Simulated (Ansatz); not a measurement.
# F2Ge: the cost of one run

Method: def2-QZVPP, all electrons in the functionals, frozen cores in the correlation of double hybrids and RPA; program: Ansatz 0.2.0, Gaussian basis.

The runs, in order: wB97M-V, B2PLYP, at charge 0, triplet; charge 0, singlet; charge 0, quintet; charge 1, doublet; charge 1, quartet.

10 further runs of the same task are left out: 2 that didn't finish, 8 set aside as unsound or not needed.

### 1 What is computed

The geometry is a PBE0/def2-TZVP stationary point (not a proven minimum). No spin-orbit coupling is included. The filled d shell of Ge may be among the frozen orbitals whatever the setting's name suggests; the logs give the count.

3 atoms, charge 0, spin multiplicity 3.

Atoms are counted from 1 here; the program's logs count them from 0.

Bond lengths: Ge1–F2 1.738 Å, Ge1–F3 1.738 Å. Angles: F2–Ge1–F3 113.8°.

No dispersion term is added; wB97M-V holds VV10 nonlocal correlation.

The geometry shown and the zero of energy belong to the point charge 0, triplet. The yardstick, RCCSD(T), and other wave-function levels (R restricted, U unrestricted, valence and pair active spaces) come from earlier runs.

### 2 wB97M-V, charge 0, triplet

Contents of in.yaml:

```yaml
crystal:
  periodic: [false, false, false]
  atoms:
    - {symbol: Ge, position_ang: [0.000000, -0.325890, 0.000000]}
    - {symbol: F, position_ang: [0.000000, 0.623017, -1.456249]}
    - {symbol: F, position_ang: [0.000000, 0.623017, 1.456249]}
basis:
  gaussian: {orbitals: "def2-QZVPP.json"}
magnetization: {spin_polarized: true, initial_magnetization: 2}
hamiltonian: {xc: {name: wB97M-V}}
output: {orbitals: {seedname: orbitals}}
```

Started as:

```bash
$ ansatz run in.yaml --threads 1 --pin off --events-out ev --progress --plain --max-ram 2393MiB
```

What time and memory should one allow on 1 thread of Arm Neoverse V1, shared host?

About 22 s, with a peak of 0.6 GiB.
